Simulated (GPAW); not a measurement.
Input of a GPAW 26.7.0 run:

run.py

```python
from ase import Atoms
from ase.dft.bandgap import bandgap
from ase.io import write
from ase.units import GPa
from gpaw import GPAW, PW

atoms = Atoms(['Ag', 'Rh'],
              cell=[[2.7775881998, 0.0, 0.0],
                    [-1.3887940999, 2.4054619423, 0.0],
                    [0.0, 0.0, 4.808602]],
              scaled_positions=[[0.0, 0.0, 0.5],
                                [0.6666666667, 0.3333333333, 0.0]],
              pbc=True)

calc = GPAW(mode=PW(600),
            xc='LDA',
            kpts={'size': (9, 9, 5), 'gamma': True},
            occupations={'name': 'fermi-dirac', 'width': 0.05},
            nbands=29,
            convergence={'density': 1e-05, 'energy': 1e-05},
            maxiter=150,
            txt='gpaw.txt')
atoms.calc = calc
energy = atoms.get_potential_energy()
forces = atoms.get_forces()
stress = atoms.get_stress()
calc.write('gs.gpw')
write('result.traj', atoms)
print(f'Energy: {energy:.6f} eV')
print('Forces (eV/A):')
print(forces.round(4))
print('Stress (GPa):', (stress / GPa).round(3))
print('Fermi level:', round(calc.get_fermi_level(), 4), 'eV')
print(f'Gap: {bandgap(calc)[0]:.4f} eV, direct: {bandgap(calc, direct=True)[0]:.4f} eV')

path = atoms.cell.bandpath('GMKGALHA,LM,KH', npoints=100, eps=1e-4)
bs_calc = calc.fixed_density(kpts=path, symmetry='off', nbands=41,
                             convergence={'bands': 'CBM+6.0', 'eigenstates': 1e-6}, txt='bands.txt')
bs = bs_calc.band_structure()
bs.write('bs.json')
print(f'Gap on the path: {bandgap(bs_calc)[0]:.4f} eV')
```

Potentials or basis: the program's PAW data sets (release 1.2.1) made for this functional, pw.

Launch:

```sh
$ OMP_NUM_THREADS=1 python run.py
```

(1) Predict the band gap along the path.

(2) What does it give for the pressure?

## Answers

(1) none (metal or under the smearing width).

(2) -14.8 GPa.
